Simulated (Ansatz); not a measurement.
# CuHO (SMILES [OH][Cu]): one structure at several levels

An exercise on one series of results from a longer session: the logs are not shown, and one member is left open.

Program: Ansatz 0.2.0, Gaussian basis. Level of theory: single points in def2-TZVPP. These are calculated values, not measurements.

Cores are frozen in the correlated methods. The 3s and 3p shells of Cu and Zn are frozen; filled d shells are correlated. B3LYP uses VWN-RPA correlation.

### Where the work starts

SMILES `[OH][Cu]`, 3 atoms, charge 0, spin multiplicity 1.

Atoms are counted from 1 here; the program's logs count them from 0.

Bond lengths: O1–Cu2 1.927 Å, O1–H3 1.083 Å. Angles: Cu2–O1–H3 95.5°.

Geometry (Å):

```
O    -0.3813   -0.5229   -0.1970
Cu    1.2237    0.0926    0.6737
H    -0.8079    0.4622   -0.3369
```

Set-up of the first run:

The input, run/in.yaml:

```yaml
crystal:
  periodic: [false, false, false]
  atoms:
    - {symbol: O, position_ang: [-0.381300, -0.522900, -0.197000]}
    - {symbol: Cu, position_ang: [1.223700, 0.092600, 0.673700]}
    - {symbol: H, position_ang: [-0.807900, 0.462200, -0.336900]}
basis:
  gaussian: {orbitals: def2-TZVPP}
correlation: {method: ccsd_t, frozen_orbitals: {Cu: 9, H: 0, O: 1}}
output: {forces: true}
```

The command line of these runs was not kept.

Among the steps run: CCSD(T)/def2-TZVPP; PBE0-D4/def2-TZVPP; wB97M-V/def2-TZVPP; r2SCAN-D4/def2-TZVPP; PBE-D4/def2-TZVPP; r2SCANh-D4/def2-TZVPP; B3LYP-D4/def2-TZVPP.

One table of the session follows, with a row left open; its other results are not shown here.

```
    method  RMS force component (eV/Å)  angle to CCSD(T) forces (°)  dipole (D)
   CCSD(T)                       1.976                    reference        4.95
   PBE0-D4                       2.094                          0.8        4.63
   wB97M-V                       2.070                          1.1        4.92
 r2SCAN-D4                       2.031                          5.5        4.15
    PBE-D4                           ?                            ?           ?
r2SCANh-D4                       2.108                          3.8        4.44
  B3LYP-D4                       1.985                          1.0        4.38
```

Q: Estimate the row for PBE-D4 from the others.

The run gave: RMS force component (eV/Å): 1.803; angle to CCSD(T) forces (°): 4.2; dipole (D): 3.79. In the column «RMS force component (eV/Å)» it is the lowest.
